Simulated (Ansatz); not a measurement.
# NiSb: properties at the relaxed cell

One table from this session's results is given with a row withheld; the runs are named, their logs left out.

Computed with Ansatz 0.2.0 (DFT PBE, scalar-relativistic, plane waves, PAW, unless a step's input says otherwise).

1 further run of the same task is left out (set aside as unsound or not needed).

## Starting point

The structure is hexagonal, space group P6_3/mmc (No. 194). Conventional cell: a = 3.976 Å, b = 3.976 Å, c = 5.157 Å, α = 90.00°, β = 90.00°, γ = 120.00°. Around Ni (site symmetry -3m) lie 2 Ni at 2.58 Å and 6 Sb at 2.63 Å. Sb (site symmetry -6m2) is surrounded by 6 Ni at 2.63 Å.

Structure file:

```
Ni Sb
1.0
     3.97566    0.00000    0.00000
    -1.98783    3.44302    0.00000
     0.00000    0.00000    5.15685
Ni Sb
2 2
Cartesian
  0.0000 0.0000 0.0000
  0.0000 0.0000 2.5784
  0.0000 2.2953 1.2892
  1.9878 1.1477 3.8676
```

It is the result of an earlier relaxation at this level (volume 17.65 Å³/atom; gap on the mesh: none (metal)).

Set-up of the first run:

Input file input.yaml:

```yaml
crystal:
  lattice:
    - [3.975661733, 0.0, 0.0]
    - [-1.9878308665, 3.4430240576, 0.0]
    - [0.0, 0.0, 5.1568489236]
  atoms:
    - { symbol: Ni, position: [0.0, 0.0, 0.0] }
    - { symbol: Ni, position: [0.0, 0.0, 0.5] }
    - { symbol: Sb, position: [0.3333333333, 0.6666666667, 0.25] }
    - { symbol: Sb, position: [0.6666666667, 0.3333333333, 0.75] }
basis:
  ecutwfc: 420
kpoints:
  mp_grid: { grid: [12, 12, 8] }
  band_path:
    path:
      - [[0.0, 0.0, 0.0], [0.5, 0.0, 0.0], [0.33333333, 0.33333333, 0.0], [0.0, 0.0, 0.0], [0.0, 0.0, 0.5], [0.5, 0.0, 0.5], [0.33333333, 0.33333333, 0.5], [0.0, 0.0, 0.5]]
      - [[0.5, 0.0, 0.5], [0.5, 0.0, 0.0]]
      - [[0.33333333, 0.33333333, 0.5], [0.33333333, 0.33333333, 0.0]]
    npoints: 14
hamiltonian:
  xc: pbe
scf:
  occupations: { method: gaussian, width: 0.1 }
  n_extra_bands: 10
output:
  forces: true
  stress: true
  eigenvalues: true
  populations: true
  dos: { projected: true, de: 0.02, nscf_kmesh: { grid: [18, 18, 12] } }
  bader: true
  write_density: true
  write_potential: true
  elf: true
  volumetric_format: npy
```

Command:

```
$ ansatz run input.yaml --threads 1 --pin off --max-ram 2560MiB --backend cpu --events-out ev --progress --plain --runs-dir out
```

Among the steps run: Electronic structure at the relaxed geometry; The cell scaled to 0.97 of its volume; The cell scaled to 1.03 of its volume; Volume × 0.94; Volume × 1.06.

One table of the session follows, with a row left open; its other results are not shown here.

It belongs to the step «Fit of the equation of state». 

```
volume (Å³/atom)  energy above the lowest point (meV/atom)  pressure (GPa)
          16.588                                      25.0            8.11
          17.118                                         ?               ?
          17.647                                       0.0           -0.01
          18.177                                       5.4           -3.09
          18.706                                      20.2           -5.65
```

Q: Estimate the row for volume (Å³/atom) = 17.118 from the others.

Worked estimate for «energy above the lowest point (meV/atom)». A straight line through the neighbours (16.588, 25.0) and (17.647, 0.0) gives 25.0 + (0.0 − 25.0) × (17.118 − 16.588) / (17.647 − 16.588) = 12.5; a parabola fitted to 3 rows on both sides gives 6.5.

**Answer.** energy above the lowest point (meV/atom): 5.8; pressure (GPa): 3.68. In «energy above the lowest point (meV/atom)» the line misses by +6.7 and the parabola by +0.7.

Limits of these values: Spin polarisation is off in the runs that give these values; a magnetic solution could lie lower.
